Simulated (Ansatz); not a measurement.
**SnSTe: the cell at several levels of theory**

The task here is to estimate one member of a computed series from the others.

The runs shown are made with Ansatz 0.2.0. PAW datasets, plane waves, zero pressure. Simulation only: spin-unpolarised, and no claim that this is the phase found in nature.

## The system as given

The sheet's in-plane cell has a = 3.906 Å, b = 3.906 Å (γ = 120.0°), and its outermost atoms lie 3.17 Å apart along the normal. Around Sn lie 3 Te at 2.76 Å and 3 S at 2.76 Å; around S lie 3 Sn at 2.76 Å; around Te lie 3 Sn at 2.76 Å.

Structure file:

```xyz
3
Lattice="3.9061 0.0000 0.0000 -1.9530 3.3828 0.0000 0.0000 0.0000 18.0000" Properties=species:S:1:pos:R:3 pbc="T T F"
Sn    0.0000    0.0000    9.0000
S     0.0000    2.2552   10.5872
Te    1.9530    1.1276    7.4128
```
The sheet repeats along a and b alone.

The first run:

input.yaml reads:

```yaml
crystal:
  lattice:
    - [3.90607352, 0.0, 0.0]
    - [-1.95303676, 3.3827588974, 0.0]
    - [0.0, 0.0, 18.0]
  atoms:
    - { symbol: Sn, position: [0.0, 0.0, 0.5] }
    - { symbol: S, position: [0.3333333333, 0.6666666667, 0.5881770118] }
    - { symbol: Te, position: [0.6666666667, 0.3333333333, 0.4118229882] }
  periodic: [true, true, false]
kpoints:
  mp_grid: { grid: [12, 12, 1] }
hamiltonian:
  xc: pbe
scf:
  occupations: { method: fermi_dirac, width: 0.02 }
relax:
  f_tol: 0.005
  cell: {}
```

Among the steps run: PBE: cell and atoms; Relaxation with r2SCAN; Relaxing with PBEsol; LDA: cell and atoms; HSE06: cell and atoms.

One of the session's tables, all rows but one given; the rest of the session is left out.

| level | a (Å) | area (Å²/atom) |
| --- | --- | --- |
| PBE | 3.897 | 4.384 |
| r2SCAN | 3.897 | 4.384 |
| PBEsol | 3.829 | 4.233 |
| LDA | 3.797 | 4.163 |
| HSE06 | ? | ? |

Q: Estimate the row for HSE06 from the others.

**Answer.** a (Å): 3.897; area (Å²/atom): 4.385.

What this shows: The first relaxation changed the area by -0.5 % from the start. The area spreads over 5.3 % between the levels. LDA's area lies 5.0 % below PBE's. The meshes differ: PBE 12×12×1, r2SCAN 12×12×1, PBEsol 12×12×1, LDA 12×12×1, HSE06 6×6×1.

Limits of these values: Warnings in the runs' records: band table not solved further, slab cell height set.
